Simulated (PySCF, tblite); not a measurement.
# C8H9O radical: geometry, infrared bands and EPR parameters

Aim: predict the infrared bands and EPR parameters of C8H9O radical (`C[C@H]([O])C1=C[C@@H]2C=C[C@H]12`).

The runs use tblite 0.8.0 and PySCF 2.14.0, with density-fitted response routines of our own; the level of theory stands in each step. All values are computed, except where a source is named. Atoms are numbered from 0 throughout.

## Step 1: The molecule as given

18 atoms, charge 0, multiplicity 2; geometry from: force field or distance geometry start.

Bonds of the start (Å): C0–C1 1.51, C1–O2 1.37, C1–C3 1.51, C3–C4 1.33, C4–C5 1.45, C5–C6 1.45, C6–C7 1.31, C7–C8 1.45, C8–C3 1.45, C8–C5 1.46, C0–H9 1.13, C0–H10 1.10, C0–H11 1.11, C1–H12 1.11, C4–H13 1.09, C5–H14 1.10, C6–H15 1.11, C7–H16 1.10, C8–H17 1.11.

## Step 2: Optimising the geometry with GFN2-xTB

What the job is given:

```
{"job": {"kind": "relax", "xc": "GFN2-xTB", "basis": "xTB"}, "charge": 0, "multiplicity": 2}
C     -2.490500     0.432700     0.084800
C     -1.515300     0.304400    -1.059400
O     -1.919700    -0.612300    -1.994100
C     -0.205500    -0.170400    -0.465300
C      0.161100    -0.464200     0.781000
C      1.494100    -0.802700     0.318500
C      2.487300     0.246800     0.152000
C      2.123600     0.538000    -1.068600
C      1.089300    -0.484600    -1.048900
H     -3.498100     0.014800    -0.227200
H     -2.152600    -0.179700     0.933000
H     -2.639300     1.507400     0.332200
H     -1.367000     1.311700    -1.505900
H     -0.306600    -0.461700     1.770200
H      1.861500    -1.821400     0.527100
H      3.271500     0.668500     0.814500
H      2.471400     1.270300    -1.811800
H      1.125900    -1.291400    -1.808500
```

Launch:

```console
OMP_NUM_THREADS=1 python probes_run.py task.json out
```

The driver reads the jobs from task.json and runs them one after another.

**Question.** This job is followed by: GFN2-xTB harmonic vibrations, gas phase; UKS B3LYP, pcH-1 on C H O, non-relativistic, mean-field spin-orbit, GIAO. Predict these results of the whole session: strongest single infrared mode (GFN2-xTB); zero-point energy (GFN2-xTB); g(iso) (B3LYP); ⟨S²⟩; largest a(iso) (averaged by class); potential on the surface of density 0.002 e/bohr³, 1st and 99th percentile; property runs in this session.

**Answer**, as computed:

| quantity | value |
| --- | --- |
| strongest single infrared mode (GFN2-xTB) | 785 cm⁻¹, 92 km/mol |
| zero-point energy (GFN2-xTB) | 88.1 kcal/mol |
| g(iso) (B3LYP) | 2.01616 |
| ⟨S²⟩ | 0.755 (exact 0.75) |
| largest a(iso) (averaged by class) | 1H on H12, 404.1 MHz |
| potential on the surface of density 0.002 e/bohr³, 1st and 99th percentile | -1.46 V and 1.11 V |
| property runs in this session | 1, of which 0 failed and 1 gave unsound results |

Over 115 steps the energy fell by 0.903 eV; of the close pairs, C5–C8 changed most, 1.461 to 1.562 Å. No mode is imaginary among the 48: a minimum at this level. The strongest single mode, at 785 cm⁻¹, has its largest shares on H12, C1, C3 and H13 (the list is cut at 4 atoms). Unscaled tight-binding wavenumbers are off by several per cent, some by more. Its intensities can rank the bands wrongly. O2 carries the largest spin population, 0.79 e. The isotropic g lies 13.8 ppt above the free-electron value. These values are not to be trusted: the run shows nearly degenerate orbitals, where second-order g theory doesn't apply. These values are for one conformer; the search (at its own cheap level) found 2 more, at 0.00, 0.29 kcal/mol (those within 0.05 may be mirror or relabelled copies), and measured spectra average over such forms.
